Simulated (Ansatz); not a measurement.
CdBr2, space group R-3m, a G0W0 quasiparticle calculation

Computed with the Ansatz DFT code, driven from Python.

Contents of `cdbr2.vasp`:
```text
CdBr2
1.0
   1.97500000    1.14026678    6.22333333
  -1.97500000    1.14026678    6.22333333
   0.00000000   -2.28053356    6.22333333
Cd Br
1 2
Direct
   0.00000000    0.00000000    0.00000000
   0.25000000    0.25000000    0.25000000
   0.75000000    0.75000000    0.75000000
```

Notebook, run cell by cell (the value of a cell's last expression is shown):

**Cell 1**
```python
import warnings

import ansatz as az
from ase.io import read
```

**Cell 2**
```python
config = {
    "functional": "LDA",
    "cutoff": 450,
    "k_length": 10,
    "filling": "fixed",
}
```

**Cell 3**
```python
warnings.simplefilter("ignore", az.DeckWarning)
```

**Cell 4**
```python
atoms = read("cdbr2.vasp", format="vasp")
system = az.Crystal.from_ase(atoms)
```

**Cell 5**
```python
system.resolved().tree()["lattice"]
```
Output:
```text
((1.975, 1.14026678, 6.22333333), (-1.975, 1.14026678, 6.22333333), (0.0, -2.28053356, 6.22333333))
```

**Cell 6**
```python
model = (
    system.calculation()
    .functional(config["functional"])
    .basis(config["cutoff"])
    .pseudopotentials("paw")
    .kpoints(length=config["k_length"])
    .occupations(config["filling"])
    .gw(empty_bands=100, screening_cutoff=100, quasiparticle_bands=("v3", "c1"))
)
events = []
outcome = model.session().plan().execute(on_event=events.append, runs_dir="gw_run")
gw = next(e["data"] for e in events if e["event"] == "gw_qp")
top = gw["frontier_bands"]["highest_filled_band"]
print(" k band    E_KS   Sigma_x  Sigma_c     Vxc      Z    E_QP (eV)")
for qp in gw["qp"]:
    print(f"{qp['ik']:2d} {qp['band']:4d} {qp['eps_ks_ev']:7.3f} {qp['sigma_x_ev']:9.3f} {qp['sigma_c_at_ks_ev']:8.3f} {qp['vxc_ev']:8.3f} {qp['z']:6.3f} {qp['e_qp_ev']:8.3f}")
for key, label in (("eps_ks_ev", "Kohn-Sham"), ("e_qp_ev", "G0W0")):
    filled = max(qp[key] for qp in gw["qp"] if qp["band"] <= top)
    empty = min(qp[key] for qp in gw["qp"] if qp["band"] > top)
    print(f"{label} gap on the mesh: {empty - filled:.3f} eV")
print("static dielectric eigenvalues (RPA, this mesh):", [round(e, 3) for e in gw["screening"][0]["eps_tensor_eigenvalues"]])
```
Output:
```text
 k band    E_KS   Sigma_x  Sigma_c     Vxc      Z    E_QP (eV)
 0   15   4.137   -20.010    2.450  -16.853  0.793    3.579
 0   16   4.177   -21.638    2.709  -18.192  0.795    3.594
 0   17   4.177   -21.638    2.709  -18.192  0.795    3.594
 0   18   6.898    -9.304   -3.226  -13.885  0.827    8.012
 1   15   3.135   -19.587    2.694  -16.034  0.785    2.460
 1   16   3.833   -20.441    2.614  -17.045  0.794    3.215
 1   17   3.994   -21.147    2.685  -17.689  0.795    3.383
 1   18   8.454   -10.512   -3.440  -15.554  0.817    9.753
 2   15   2.959   -19.485    2.746  -15.846  0.787    2.258
 2   16   4.233   -21.390    2.639  -18.027  0.795    3.659
 2   17   4.297   -21.181    2.579  -17.894  0.795    3.736
 2   18   8.109    -9.809   -3.382  -14.681  0.821    9.324
 3   15   2.316   -18.833    2.726  -15.152  0.788    1.568
 3   16   3.641   -20.325    2.649  -16.854  0.795    2.991
 3   17   3.895   -20.804    2.637  -17.387  0.795    3.277
 3   18   8.611   -10.665   -3.416  -15.701  0.816    9.924
 4   15   3.739   -19.964    2.635  -16.538  0.791    3.117
 4   16   4.290   -21.701    2.679  -18.307  0.796    3.724
 4   17   4.290   -21.701    2.679  -18.307  0.796    3.724
 4   18   7.964   -10.749   -3.232  -15.462  0.819    9.168
 5   15   3.236   -19.581    2.633  -16.104  0.791    2.573
 5   16   3.471   -20.127    2.688  -16.586  0.793    2.798
 5   17   4.194   -21.413    2.650  -18.032  0.796    3.615
 5   18   8.109    -9.834   -3.405  -14.751  0.821    9.342
Kohn-Sham gap on the mesh: 2.601 eV
G0W0 gap on the mesh: 4.275 eV
static dielectric eigenvalues (RPA, this mesh): [3.948, 5.36, 5.36]
```

What to keep in mind:
- Absolute energies stand on the zero of these potentials, so only differences at equal settings mean something. A total without «per atom» is that of the cell as typed.
- Energy and stress may still move on a finer k-point mesh.
- Of the deposited cell: the entry's cell lengths or inner coordinates differ somewhat from later room-temperature determinations.
- The starting cell is as deposited in a crystallographic database; the results hold for this polymorph, which needn't be the stable one.
- Mesh, empty bands and screening cutoff are small, so the quasiparticle gap isn't converged, and it is read on the mesh points alone. Spin-orbit coupling is left out, which matters for heavy elements.
- Finished in 26 s on 1 thread of Arm Neoverse V2, on a shared host, peak memory 0.51 GiB.

(Lines on the test bed's own set-up are left out of the output.)
